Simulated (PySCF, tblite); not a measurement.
# C₂H₇PSi, a small gas-phase stand-in for a defect centre: NMR shifts, core binding energies and electronic excitations

Wanted: the NMR shifts, core binding energies and electronic excitations for `C[C]P[SiH3]`. It is drawn as: twofold C.

Computed with tblite 0.8.0 and PySCF 2.14.0; each step states its level. No surroundings beyond the atoms listed, unless a continuum is named. Atoms count from 0, parts from 1.

## Step 1: Starting point

11 atoms, charge 0, multiplicity 1; geometry: distance geometry start.

## Step 2: Relaxing the cluster with GFN2-xTB

Job settings and geometry (Å):

```
{"job": {"kind": "relax", "xc": "GFN2-xTB", "basis": "xTB"}, "charge": 0, "multiplicity": 1}
C      1.311252     0.062947    -1.066442
C      1.876443    -0.471719     0.201172
P     -0.305586     0.888597    -0.965625
Si    -1.906820    -0.117559     0.051380
H      2.422105     0.295532     0.798570
H      2.647930    -1.202716    -0.079335
H      1.120109    -0.936710     0.837347
H     -0.259952     2.327034    -0.793683
H     -3.180947     0.233056    -0.580047
H     -1.749313    -1.543278     0.193442
H     -1.989499     0.444381     1.425855
```

With the program's defaults for keys left out, this is: GFN2-xTB geometry optimisation, gas phase.

Command:

```bash
$ OMP_NUM_THREADS=1 python cluster_run.py task.json out
```

One launch serves the whole session: the jobs run in the order shown.

**Question.** The jobs that follow are: PBE0-D3(BJ)/def2-SVP geometry optimisation, gas phase; GIAO PBE0/pcSseg-2 NMR shielding, non-relativistic, gas phase; delta-SCF UKS SCAN, pcX-2 on the ionised atom, pcseg-1 elsewhere, spin-free X2C; TDDFT CAM-B3LYP/def2-SVPD, vertical, gas phase, core orbitals frozen in the response. Predict: rotational constants (main isotopes); 13C shifts against TMS (PBE0/pcSseg-2); 1H shifts against TMS (PBE0/pcSseg-2); 31P shifts against H3PO4 (PBE0/pcSseg-2); 29Si shifts against TMS (PBE0/pcSseg-2); C1s binding energies, SCAN/pcX-2 (standing for 1 of 2 atoms); P2p binding energies, SCAN/pcX-2; Si2p binding energies, SCAN/pcX-2; lowest singlet (CAM-B3LYP/def2-SVPD); brightest single state of those computed; lowest triplet; vertical ionisation energy (ΔSCF); vertical electron affinity (ΔSCF).

**Answer**, as computed:

| quantity | value |
| --- | --- |
| rotational constants (main isotopes) | 8.63, 2.29, 1.87 GHz |
| 13C shifts against TMS (PBE0/pcSseg-2) | 493.5, 42.5 ppm |
| 1H shifts against TMS (PBE0/pcSseg-2) | 7.66, 4.99, 4.90, 4.64, 4.36, 3.88, 3.82 ppm |
| 31P shifts against H3PO4 (PBE0/pcSseg-2) | -78.1 ppm |
| 29Si shifts against TMS (PBE0/pcSseg-2) | -125.3 ppm |
| C1s binding energies, SCAN/pcX-2 (standing for 1 of 2 atoms) | C1 290.77 eV |
| P2p binding energies, SCAN/pcX-2 | P2 136.72 eV |
| Si2p binding energies, SCAN/pcX-2 | Si3 107.14 eV |
| lowest singlet (CAM-B3LYP/def2-SVPD) | 2.43 eV (511 nm), f = 0.001 |
| brightest single state of those computed | state 5, 5.54 eV, f = 0.339 |
| lowest triplet | 1.50 eV |
| vertical ionisation energy (ΔSCF) | 7.48 eV |
| vertical electron affinity (ΔSCF) | -0.15 eV (unbound: the value hangs on the basis) |

What this shows: The start of the PBE0/def2-SVP relaxation was shaken at random by about 0.01 Å, so part of the energy gained, and of the first lengths quoted, undoes that. Over 15 steps the energy fell by 0.239 eV; of the close pairs, P2–Si3 changed most, 2.216 to 2.271 Å (PBE0/def2-SVP). Hydrogens of an XH3 group are listed apart at this fixed geometry; free rotation makes them one line at their mean. At PBE0/pcSseg-2: The largest span, 1175 ppm, is at C0, where the paramagnetic term is -560 ppm. The first singlet state (HOMO→LUMO 0.98) lies at 2.43 eV and is weak; of the 6 states computed, the strongest absorption comes from state 5 at 5.54 eV. The lowest triplet lies 0.92 eV below the lowest singlet (triplets in Tamm-Dancoff, singlets in full TDDFT). ΔSCF puts the ionisation energy at 7.48 eV, 0.49 eV above −ε(HOMO). A capped cluster stands for the solid here, so long-range fields and strain are missing, and bands or shifts of the capping hydrogens have no counterpart in it.
